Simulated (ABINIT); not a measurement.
Write the native input for ABINIT 10.8.3 (patched build) that does the following.

| Property | Result |
| --- | --- |
| Task | single point |
| Functional | PBE |
| Potentials or basis | JTH PAW PBE v2.0 |
| Cutoff | 599 eV |
| k mesh | 7 × 7 × 7 |
| Occupations | fermi-dirac, width 0.05 eV |
| Spin | no spin polarisation |
| Fine-grid cutoff | 1197.3 eV |

GaGe3:

```
Ge Ga
1.0
     0.00000    3.38717    3.38717
     3.38717    0.00000    3.38717
     3.38717    3.38717    0.00000
Ge Ga
3 1
Direct
  0.50000 0.50000 0.50000
  0.75000 0.75000 0.75000
  0.25000 0.25000 0.25000
  0.00000 0.00000 0.00000
```

The cell comes from a database or a generator and needn't be the stable form of this composition.

The input as run:

run.abi

```
pp_dirpath "./"
pseudos "Ge.GGA_PBE-JTH.xml, Ga.GGA_PBE-JTH.xml"

acell 3*1.0
rprim
     0.0000000000     6.4008179684     6.4008179684
     6.4008179684     0.0000000000     6.4008179684
     6.4008179684     6.4008179684     0.0000000000
ntypat 2
znucl 32 31
natom 4
typat 1 1 1 2
xred
     0.5000000000     0.5000000000     0.5000000000
     0.7500000000     0.7500000000     0.7500000000
     0.2500000000     0.2500000000     0.2500000000
     0.0000000000     0.0000000000     0.0000000000

ecut 22.0
pawecutdg 44.0
pawxcdev 0

kptopt 1
ngkpt 7 7 7
nshiftk 1
shiftk 0.0 0.0 0.0

ixc 11

nband 33
occopt 3
tsmear 0.05 eV

nstep 100
tolvrs 1.0e-9

iomode 3
prtwf 0
prtden 0
prteig 0
prtebands 0
enunit 1
```

Potentials or basis: JTH PAW PBE v2.0.

Launch:

```bash
$ abinit run.abi > log 2>&1
```

It gave:

```
Pressure                                              : -0.9 GPa
Band gap on the k mesh                                : none (metal or under the smearing width)
Valence electrons inside the program's atomic spheres : Ge 12.14; Ga 10.97
```

Run time: 120 s on 1 thread of Arm Neoverse V2, with other jobs on the host, peak memory 0.21 GiB.
